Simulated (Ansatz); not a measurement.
Runs of Ansatz 0.2.0 on LiFeN. Symmetry: P-6m2, No. 187, hexagonal system. Conventional cell: a = 3.101 Å, b = 3.101 Å, c = 4.145 Å, α = 90.00°, β = 90.00°, γ = 120.00°. Fe (site symmetry -6m2) has 3 N at 1.79 Å as nearest neighbours. Around N (site symmetry -6m2) lie 3 Fe at 1.79 Å. Li (site symmetry -6m2) has 2 N at 2.07 Å as nearest neighbours. The cell comes from a database or a generator and needn't be the stable form of this composition.

```tsv
level	U	hubbard projectors	double counting	gap on the mesh (eV)	pressure (GPa)	moment (μB)
PBE+U	Fe d U = 8 eV	ortho-atomic (the default)	fll (the default)	none	38.5	3.73
PBE	-	-	-	none	-1.1	0.11
PBE+U	Fe d U = 1 eV	ortho-atomic (the default)	fll (the default)	none	(a)	2.51
PBE+U	Fe d U = 6 eV	ortho-atomic (the default)	fll (the default)	none	31.9	3.53
PBE+U	Fe d U = 4 eV	ortho-atomic (the default)	fll (the default)	none	26.2	(b)
```

Alike in all rows: task projected density of states; potentials or basis Ansatz PAW; spin collinear, ferromagnetic start; cell as given; k mesh 10 × 10 × 7; cutoff (eV) 420; smearing fermi-dirac 0.05 eV.

Fill in the values left out.

(a) 12.0; (b) 3.38.

Caveats: the density of states is complete only up to the lowest level of the last band computed; the magnetic or orbital state may not be the lowest (some runs); a cell with one magnetic atom can't hold antiferromagnetic order, which such compounds often take (some runs); a pressure of tens of GPa on the cell as given is suspect, and the run, the potentials or the cell itself is likely at fault (some runs); the starting moments weren't kept (some runs).

A gap of «none» marks a metal or a gap under the smearing width.
